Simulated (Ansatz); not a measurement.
# C₂H₅BSn: small, medium and large basis sets

Aim: see how fast density functionals converge with the basis set for C₂H₅BSn.

The runs use Ansatz 0.2.0, Gaussian basis; one geometry, several basis sets.

Plan: PBE0-D4/def2-SVP; ωB97M-V/def2-SVP; PBE0-D4/def2-QZVPP; ωB97M-V/def2-QZVPP; the functionals' def2-TZVPP values are taken from earlier runs.

1 further run of the same task is left out (for a known fault of the program).

## (1) Structure used throughout

The geometry comes from an earlier relaxation with PBE0-D4 in a triple-zeta def2 set; it is a stationary point, not always the lowest conformer. Sn takes the def2 core potential; no spin-orbit term is included.

SMILES `[BH2][SnH2][C]#C`, 9 atoms, charge 0, spin multiplicity 1.

Atoms are counted from 1 here; the program's logs count them from 0.

Bond lengths: B1–Sn2 2.242 Å, B1–H5 1.194 Å, B1–H6 1.192 Å, Sn2–C3 2.089 Å, Sn2–H7 1.708 Å, Sn2–H8 1.708 Å, C3–C4 1.207 Å, C4–H9 1.066 Å. Angles: Sn2–B1–H5 119.8°, Sn2–B1–H6 121.1°, H5–B1–H6 119.2°, B1–Sn2–C3 111.2°, B1–Sn2–H7 112.4°, B1–Sn2–H8 112.3°, C3–Sn2–H7 106.4°, C3–Sn2–H8 106.4°, H7–Sn2–H8 107.9°, Sn2–C3–C4 178.4°, C3–C4–H9 179.7°.

## (2) PBE0-D4 in def2-SVP

The input, in.yaml:

```yaml
crystal:
  periodic: [false, false, false]
  atoms:
    - {symbol: B, position_ang: [-1.138473, 1.396521, -0.993425]}
    - {symbol: Sn, position_ang: [0.085490, -0.470209, -0.784417]}
    - {symbol: C, position_ang: [0.771918, -0.707287, 1.174792]}
    - {symbol: C, position_ang: [1.152851, -0.815234, 2.315058]}
    - {symbol: H, position_ang: [-1.606263, 1.682784, -2.053607]}
    - {symbol: H, position_ang: [-1.332140, 2.112803, -0.060184]}
    - {symbol: H, position_ang: [1.472269, -0.452726, -1.781465]}
    - {symbol: H, position_ang: [-0.808960, -1.877527, -1.154656]}
    - {symbol: H, position_ang: [1.491910, -0.915426, 3.320805]}
basis:
  gaussian: {orbitals: def2-SVP}
hamiltonian: {xc: pbe0, dispersion: d4}
output: {orbitals: {seedname: orbitals}}
```

The run is started by

```bash
> ansatz run in.yaml --threads 2 --pin off --events-out ev --progress --plain --max-ram 4352MiB
```

The runs that follow: ωB97M-V in def2-SVP; PBE0-D4 in def2-QZVPP; ωB97M-V in def2-QZVPP.

**Question.** What will the summary of the whole plan be? Wanted: PBE0-D4: double and triple zeta above quadruple; ωB97M-V: double and triple zeta above quadruple.

As calculated:

| quantity | value |
| --- | --- |
| PBE0-D4: double and triple zeta above quadruple | 3.64, 0.22 eV |
| ωB97M-V: double and triple zeta above quadruple | 3.86, 0.20 eV |

**Reading.** PBE0-D4 gains 3.43 eV from double to triple zeta, then 0.22 eV more. Total energies overstate the basis error of differences, where much of it tends to cancel.
